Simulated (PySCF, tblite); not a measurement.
# C3H10B2N2: geometry, infrared bands and NMR shifts

What infrared bands and NMR shifts should C3H10B2N2 (`NBNBC1CC1`) show?

Computed with tblite 0.8.0 and PySCF 2.14.0, with density-fitted response routines of our own, on a single molecule in the gas phase. Atoms are numbered from 0 throughout.

### Step 1. Starting geometry

17 atoms, charge 0, multiplicity 1; geometry from: force field or distance geometry start.

Bonds of the start (Å): N0–B1 1.50, B1–N2 1.49, N2–B3 1.55, B3–C4 1.60, C4–C5 1.52, C5–C6 1.50, C6–C4 1.50, N0–H7 1.06, N0–H8 1.04, B1–H9 1.19, N2–H10 1.05, B3–H11 1.18, C4–H12 1.09, C5–H13 1.09, C5–H14 1.12, C6–H15 1.13, C6–H16 1.11.

### Step 2. Relaxing the molecule with GFN2-xTB

What the job is given:

```
{"job": {"kind": "relax", "xc": "GFN2-xTB", "basis": "xTB"}, "charge": 0, "multiplicity": 1}
N      2.840100     0.853600    -0.376200
B      2.358300    -0.480800     0.124100
N      0.896600    -0.688000     0.315200
B      0.091600     0.374900    -0.482900
C     -1.479200     0.097600    -0.554500
C     -1.997200    -0.728400     0.606000
C     -2.389400     0.711000     0.462100
H      2.748600     1.565000     0.402900
H      3.813900     0.737800    -0.707300
H      3.161300    -1.344500     0.261400
H      0.627800    -1.596800    -0.134600
H      0.594700     0.740900    -1.483500
H     -1.941400    -0.098700    -1.526700
H     -2.640000    -1.549400     0.291400
H     -1.256500    -0.937300     1.418600
H     -1.992800     1.464900     1.198200
H     -3.443500     0.890400     0.175900
```

Command:

```console
> OMP_NUM_THREADS=1 python probes_run.py task.json out
```

This one command runs all jobs of the session in turn.

The program printed:

```text
step      E/eV     max force
  0    -538.74431    3.112
  1    -539.22691    2.366
  2    -539.72386    1.567
  3    -539.87616    1.282
  4    -540.19967    1.715
  5    -540.39296    1.320
  6    -540.59579    1.082
  7    -540.65052    0.803
  8    -540.70726    0.968
  9    -540.77119    0.820
 10    -540.83779    0.898
 11    -540.90495    0.719
 12    -540.94675    0.697
 13    -541.02510    0.645
 14    -541.05249    0.409
 15    -541.07382    0.444
 16    -541.08897    0.463
 17    -541.09986    0.356
 18    -541.10784    0.189
 19    -541.11358    0.236
 20    -541.12164    0.265
 21    -541.12581    0.205
 22    -541.12911    0.169
 23    -541.13166    0.189
 24    -541.13442    0.140
 25    -541.13628    0.104
 26    -541.13750    0.112
 27    -541.13899    0.127
 28    -541.14141    0.167
 29    -541.14430    0.177
 30    -541.14695    0.140
 31    -541.14911    0.091
 32    -541.15112    0.108
 33    -541.15306    0.147
 34    -541.15487    0.101
 35    -541.15632    0.091
 36    -541.15757    0.106
 37    -541.15869    0.081
 38    -541.15959    0.083
 39    -541.16025    0.063
 40    -541.16079    0.067
 41    -541.16130    0.065
 42    -541.16185    0.075
 43    -541.16239    0.068
 44    -541.16289    0.055
 45    -541.16339    0.058
 46    -541.16394    0.056
 47    -541.16452    0.053
 48    -541.16515    0.062
 49    -541.16582    0.082
 50    -541.16656    0.082
 51    -541.16742    0.060
 52    -541.16830    0.061
 53    -541.16902    0.057
 54    -541.16955    0.056
 55    -541.16991    0.059
 56    -541.17023    0.051
 57    -541.17050    0.044
 58    -541.17074    0.035
 59    -541.17091    0.034
 60    -541.17119    0.043
 61    -541.17151    0.052
 62    -541.17186    0.042
 63    -541.17212    0.043
 64    -541.17231    0.044
 65    -541.17251    0.040
 66    -541.17281    0.042
 67    -541.17325    0.057
 68    -541.17378    0.056
 69    -541.17434    0.057
 70    -541.17502    0.071
 71    -541.17597    0.086
 72    -541.17726    0.083
 73    -541.17840    0.154
 74    -541.17961    0.101
 75    -541.18060    0.084
 76    -541.18219    0.092
 77    -541.18342    0.117
 78    -541.18569    0.145
 79    -541.18756    0.110
 80    -541.18835    0.182
 81    -541.18989    0.102
 82    -541.19051    0.051
 83    -541.19130    0.114
 84    -541.19193    0.131
 85    -541.19246    0.101
 86    -541.19319    0.063
 87    -541.19377    0.070
 88    -541.19420    0.055
 89    -541.19474    0.050
 90    -541.19588    0.076
 91    -541.19674    0.075
 92    -541.19747    0.069
 93    -541.19864    0.076
 94    -541.20045    0.122
 95    -541.20220    0.159
 96    -541.20396    0.171
 97    -541.20661    0.183
 98    -541.20938    0.096
 99    -541.21100    0.127
100    -541.21334    0.113
101    -541.21515    0.177
102    -541.21740    0.233
103    -541.21800    0.222
104    -541.21954    0.226
105    -541.22069    0.084
106    -541.22149    0.071
107    -541.22236    0.093
108    -541.22334    0.142
109    -541.22492    0.119
110    -541.22792    0.136
111    -541.22979    0.150
112    -541.23150    0.087
113    -541.23241    0.088
114    -541.23283    0.153
115    -541.23440    0.092
116    -541.23588    0.088
117    -541.23767    0.102
118    -541.24033    0.106
119    -541.24329    0.090
120    -541.24573    0.124
121    -541.24696    0.082
122    -541.24804    0.125
123    -541.24856    0.066
124    -541.24895    0.037
125    -541.24923    0.035
126    -541.24959    0.038
127    -541.24995    0.035
128    -541.25027    0.042
129    -541.25050    0.034
130    -541.25069    0.032
131    -541.25093    0.037
132    -541.25132    0.053
133    -541.25183    0.062
134    -541.25235    0.053
135    -541.25266    0.033
136    -541.25283    0.023
137    -541.25297    0.024
138    -541.25309    0.024
139    -541.25318    0.021
140    -541.25326    0.022
141    -541.25331    0.018
142    -541.25335    0.011
143    -541.25336    0.008
```

Wall time 1.2 s (1 thread of Arm Neoverse N1, shared host); peak memory 0.18 GiB.

Relaxation path: (not every step is listed)

```tsv
step	energy from step 0 (eV)	largest force (eV/Å)
0	0.0000	3.1125
1	-0.4826	2.3662
2	-0.9795	1.5666
3	-1.1318	1.2822
4	-1.4554	1.7154
5	-1.6486	1.3199
6	-1.8515	1.0824
7	-1.9062	0.8033
8	-1.9629	0.9679
21	-2.3815	0.2045
34	-2.4106	0.1008
47	-2.4202	0.0528
60	-2.4269	0.0432
73	-2.4341	0.1539
86	-2.4489	0.0628
99	-2.4667	0.1271
112	-2.4872	0.0872
125	-2.5049	0.0349
138	-2.5088	0.0237
139	-2.5089	0.0207
140	-2.5089	0.0222
141	-2.5090	0.0182
142	-2.5090	0.0110
143	-2.5091	0.0085
```

Distances of close pairs at the start and the end, largest changes first:

```tsv
bond	before (Å)	after (Å)	change (Å)
N2–B3	1.554	1.400	-0.154
N0–B1	1.504	1.387	-0.117
N0–H7	1.059	1.005	-0.054
B1–N2	1.489	1.439	-0.050
C6–H15	1.126	1.081	-0.045
C5–H14	1.119	1.081	-0.039
N2–H10	1.049	1.011	-0.038
N0–H8	1.035	1.004	-0.031
```

The end geometry stands in the next job.

### Step 3. Vibrational analysis with GFN2-xTB

What the job is given:

```
{"job": {"kind": "ir", "xc": "GFN2-xTB", "basis": "xTB"}, "charge": 0, "multiplicity": 1}
N      3.138362     0.418241    -0.576935
B      2.336983    -0.110787     0.424466
N      0.902280    -0.112991     0.312865
B      0.052483     0.373554    -0.687076
C     -1.501867     0.233565    -0.552285
C     -2.125559    -0.985060     0.095676
C     -2.190634     0.325759     0.793175
H      2.757474     0.819190    -1.415972
H      4.141094     0.441869    -0.539194
H      2.842276    -0.566613     1.382336
H      0.441752    -0.539989     1.104636
H      0.504417     0.891279    -1.640309
H     -2.091741     0.639175    -1.368645
H     -3.029823    -1.384295    -0.340328
H     -1.466052    -1.747331     0.485325
H     -1.577233     0.479884     1.669362
H     -3.141208     0.836581     0.842996
```

The program printed:

```text
mode    cm-1     km/mol
  1      48.7      1.49
  2     114.9      0.07
  3     138.3      0.35
  4     164.6      3.24
  5     207.2      3.18
  6     275.2      0.07
  7     435.5      0.48
  8     506.8     94.37
  9     538.1      1.03
 10     573.7    102.19
 11     718.8    157.52
 12     786.7     29.00
 13     799.9      2.58
 14     817.9      1.91
 15     838.4     73.27
 16     851.7     26.84
 17     872.8      3.12
 18     930.5      0.47
 19     961.4      2.66
 20    1017.5     53.75
 21    1028.5      9.82
 22    1061.7     18.76
 23    1064.4      1.10
 24    1090.1     31.33
 25    1123.6      0.31
 26    1127.3      9.21
 27    1168.6      0.04
 28    1244.1      3.99
 29    1280.2      9.13
 30    1359.1     20.89
 31    1373.1    480.83
 32    1410.5    502.86
 33    1450.8      1.14
 34    1493.1      4.37
 35    1531.2    181.15
 36    2586.6    201.01
 37    2588.7    191.55
 38    3023.1     55.02
 39    3069.2      7.24
 40    3074.2     24.76
 41    3077.3     46.43
 42    3091.5    104.72
 43    3429.9      3.60
 44    3508.0      1.22
 45    3553.7      0.41
```

It took 0.69 s on 1 thread of Arm Neoverse N1, shared host; peak memory 0.18 GiB.

The strongest bands and the atoms that carry them (share of the mass-weighted mode):

```tsv
cm⁻¹	km/mol	atoms
574	102.2	H7 60 %, B1 19 %, N0 12 %
719	157.5	B3 28 %, H10 25 %, H11 18 %, N2 13 %
1373	480.8	B1 57 %, H8 13 %
1410	502.9	N2 36 %, B3 32 %, H10 18 %
1531	181.2	H7 36 %, H8 35 %, N0 20 %
2587	201.0	H11 92 %
2589	191.6	H9 92 %
3092	104.7	H16 31 %, H13 28 %, H14 14 %, H15 14 %
```

### Step 4. Shielding tensors: PBE0/pcSseg-1

Same as in step 3 but for these lines:

```diff
@@ -1,2 +1,2 @@
-{"job": {"kind": "ir", "xc": "GFN2-xTB", "basis": "xTB"}, "charge": 0, "multiplicity": 1}
+{"job": {"kind": "nmr", "xc": "PBE0", "basis": "pcSseg-1"}, "charge": 0, "multiplicity": 1}
 N      3.138362     0.418241    -0.576935
```

With the program's defaults for keys left out, this is: GIAO PBE0/pcSseg-1 NMR shielding, non-relativistic, gas phase.

The program printed:

```text
coarse grid: 13760 points
cycle   1  E = -279.1543949023  dE =  8.589e-01  |g| = 5.262e-01  |ddm| = 3.467e+00
cycle   2  E = -279.1365758443  dE =  1.782e-02  |g| = 6.239e-01  |ddm| = 8.867e-01
cycle   3  E = -279.2236288740  dE = -8.705e-02  |g| = 5.939e-02  |ddm| = 4.711e-01
cycle   4  E = -279.2243511911  dE = -7.223e-04  |g| = 2.144e-02  |ddm| = 5.804e-02
cycle   5  E = -279.2244457868  dE = -9.460e-05  |g| = 7.837e-03  |ddm| = 1.916e-02
cycle   6  E = -279.2244590191  dE = -1.323e-05  |g| = 1.827e-03  |ddm| = 6.785e-03
cycle   7  E = -279.2244597776  dE = -7.585e-07  |g| = 4.614e-04  |ddm| = 1.551e-03
final grid: 131744 points
cycle   8  E = -279.2581793809  dE = -5.259e-05  |g| = 1.027e-02  |ddm| = 3.418e-02
cycle   9  E = -279.2581673745  dE =  1.201e-05  |g| = 1.283e-02  |ddm| = 1.699e-02
cycle  10  E = -279.2582043156  dE = -3.694e-05  |g| = 7.271e-04  |ddm| = 8.899e-03
cycle  11  E = -279.2582044382  dE = -1.226e-07  |g| = 2.661e-04  |ddm| = 7.904e-04
cycle  12  E = -279.2582044523  dE = -1.415e-08  |g| = 8.493e-05  |ddm| = 2.349e-04
cycle  13  E = -279.2582044540  dE = -1.633e-09  |g| = 1.946e-05  |ddm| = 7.544e-05
cycle  14  E = -279.2582044541  dE = -7.731e-11  |g| = 7.263e-06  |ddm| = 1.692e-05
converged SCF energy = -279.2582044541

GIAO shielding tensors (ppm)
atom      isotropic    diamagn.    paramagn.     s11        s22        s33       span
  0 N      183.753     316.875    -133.122    104.171    221.617    225.470    121.300
  1 B       74.448     194.862    -120.414     40.639     70.267    112.439     71.799
  2 N      127.165     323.495    -196.330    -10.920    146.111    246.305    257.224
  3 B       55.454     194.254    -138.799      2.784     41.909    121.670    118.886
  4 C      183.228     252.247     -69.018    141.780    183.899    224.005     82.225
  5 C      177.241     253.450     -76.208    151.363    172.428    207.934     56.572
  6 C      177.442     253.513     -76.071    151.934    172.506    207.885     55.951
  7 H       27.768      32.529      -4.761     21.505     26.968     34.831     13.326
  8 H       28.471      27.698       0.774     23.616     24.953     36.845     13.228
  9 H       27.459      29.654      -2.195     25.020     28.429     28.928      3.908
 10 H       27.101      35.310      -8.209     21.564     27.878     31.862     10.298
 11 H       25.701      33.339      -7.638     23.173     24.401     29.529      6.356
 12 H       31.233      32.107      -0.875     24.264     27.931     41.504     17.240
 13 H       30.937      30.312       0.624     24.860     26.611     41.339     16.478
 14 H       31.388      32.800      -1.412     25.325     29.488     39.352     14.028
 15 H       31.377      32.799      -1.421     25.306     29.473     39.353     14.048
 16 H       30.941      30.304       0.637     24.859     26.614     41.350     16.491
```

Wall time 43 s (1 thread of Arm Neoverse N1, shared host); peak memory 0.75 GiB.

Shifts follow as δ = σ(reference) − σ, with reference shieldings (ppm) from runs at the same level and on the same kind of geometry: 1H TMS 31.72, 13C TMS 186.9, 15N NH3 267.7, 11B BF3·OEt2 100.1. The references are single molecules in the gas phase, so shifts against H2O, NH3, PH3, H3PO4 or CFCl3 are not on the usual liquid scales and can be off by tens of ppm. Atoms listed in one row are averaged.

```tsv
atoms	environment	σ (ppm)	δ (ppm)	δ scaled to CDCl3
C5, C6	three-membered-ring carbon	177.3	9.6	7.4
C4	three-membered-ring carbon	183.2	3.7	1.7
H11	hydrogen on a boron bonded to C, N	25.70	6.02	–
H10	hydrogen on a nitrogen bonded to 2 B	27.10	4.62	–
H9	hydrogen on a boron bonded to 2 N	27.46	4.26	–
H7, H8	hydrogen on a nitrogen bonded to B	28.12	3.60	–
H13, H16	hydrogen on a three-membered-ring carbon	30.94	0.78	0.84
H12	hydrogen on a three-membered-ring carbon	31.23	0.48	0.56
H14, H15	hydrogen on a three-membered-ring carbon	31.38	0.33	0.42
N2	nitrogen bonded to 2 B, H	127.2	140.6	–
N0	nitrogen bonded to B, 2 H	183.8	84.0	–
B3	boron bonded to C, N, H	55.5	44.6	–
B1	boron bonded to 2 N, H	74.4	25.6	–
```

The scaled column applies a straight-line fit of computed shieldings to shifts measured in CDCl3 (root-mean-square error 0.16 ppm for H, 1.9 ppm for C).

The run also stored atomic charges by several schemes (e):

```tsv
atoms	Mulliken	IAO	Hirshfeld	ESP fit
N0	-0.46	-0.56	-0.25	-0.91
B1	0.32	0.18	0.15	0.43
N2	-0.53	-0.45	-0.22	-0.52
B3	0.40	0.15	0.15	0.34
C4	-0.46	-0.27	-0.12	-0.26
C5, C6	-0.22	-0.27	-0.09	-0.28
```

Mayer bond orders: N0–B1 1.33, B1–N2 1.08, N2–B3 1.25, B3–C4 0.97, C4–C5 0.94, C5–C6 0.99, C6–C4 0.94.

Ring of atoms C4, C5, C6: NICS(0) -45.0, NICS(1) -8.4, NICS(1)zz -25.6 ppm (means of both faces).

In rings of three or four atoms NICS is ruled by the nearby σ bonds, so it says little on aromaticity.

Orbitals, density, ELF and potential are computed afterwards from the orbital file.

Frontier orbitals at PBE0/pcSseg-1, with the share of their density that lies nearest to each atom:

```tsv
orbital	energy (eV)	lies on
HOMO	-7.43	N0 36 %; N2 28 %
LUMO	-0.09	B3 40 %; B1 15 %; H11 12 %
```

ELF in a plane through or near 11 of the atoms.

Ten even steps from '0' (0.00) to '9' (1.00):
```
0000000000000000000000000000
0000000000000000000000000000
0000000000000000000000000000
0000000000168500022000000000
0000000100499910699700000000
0000003880399930899900000000
0000005995199944899700000000
0000224996068348377200000000
0002887573013729613000000000
0006999565148448354200000000
0003997682763711258710000000
0000441219483830048820000000
0000000484359980025520000000
0000004999418980001210000000
0000008999604850000000000000
0000008999600100000000000000
0000000588200000000000000000
0000000000000000000000000000
0000000000000000000000000000
0000000000000000000000000000
```
The map spans 13.6 Å across and 8.8 Å up, centred on the molecule. Atoms in the plane (x, y in Å): N0 (-3.2, 0.3), B1 (-2.3, -0.7), N2 (-0.9, -0.4), B3 (-0.1, 0.8), C4 (1.4, 0.8), H7 (-2.9, 1.3), H8 (-4.2, 0.2), H9 (-2.6, -1.8), H10 (-0.3, -1.3), H11 (-0.7, 1.8), H12 (1.9, 1.7).

log10 of the density (e/Å³) in the same plane.

Ten even steps from '0' (-4.0) to '9' (1.5):
```
0000000000000000000000000000
0000000000011100000000000000
0000000000122211111100000000
0000000011233322333210000000
0000012333455544455421000000
0000124454457655666531000000
0001235665567766776532000000
0002456776567777776532100000
0013567876557977986543210000
0013577976667767777654210000
0013567777789765677754310000
0002455679778764567654210000
0001234577667764556543210000
0000124677656654445433100000
0000124576544543333332000000
0000123455433322222211000000
0000012333321100000000000000
0000001222110000000000000000
0000000011000000000000000000
0000000000000000000000000000
```
The map spans 13.6 Å across and 8.8 Å up, centred on the molecule. Atoms in the plane (x, y in Å): N0 (-3.2, 0.3), B1 (-2.3, -0.7), N2 (-0.9, -0.4), B3 (-0.1, 0.8), C4 (1.4, 0.8), H7 (-2.9, 1.3), H8 (-4.2, 0.2), H9 (-2.6, -1.8), H10 (-0.3, -1.3), H11 (-0.7, 1.8), H12 (1.9, 1.7).

On the surface of density 0.002 e/bohr³ the electrostatic potential runs, from the 1st to the 99th percentile, from -0.70 V near N0 to 1.49 V near H8.

### Step 5. Outcome

| quantity | value |
| --- | --- |
| strongest single infrared mode (GFN2-xTB) | 1410 cm⁻¹, 503 km/mol |
| zero-point energy (GFN2-xTB) | 87.8 kcal/mol |
| 13C shifts against TMS (PBE0/pcSseg-1, means over atoms taken as alike) | 9.6, 3.7 ppm |
| 1H shifts against TMS (PBE0/pcSseg-1, means over atoms taken as alike) | 6.02, 4.62, 4.26, 3.60, 0.78, 0.48, 0.33 ppm |
| 15N shifts against NH3 (PBE0/pcSseg-1) | 140.6, 84.0 ppm |
| 11B shifts against BF3·OEt2 (PBE0/pcSseg-1) | 44.6, 25.6 ppm |
| surface potential, 1st and 99th percentile | -0.70 V and 1.49 V |

Over 143 steps the energy fell by 2.509 eV; of the close pairs, N2–B3 changed most, 1.554 to 1.400 Å. All 45 modes are real, so the xTB geometry is a minimum. The strongest single mode, at 1410 cm⁻¹, is carried by N2, B3, H10. GFN2-xTB is a fitted tight-binding method: band positions and strengths are rough. Its intensities can rank the bands wrongly. At PBE0/pcSseg-1: Shielding is most anisotropic at N2 (span 257 ppm, paramagnetic term -196 ppm).
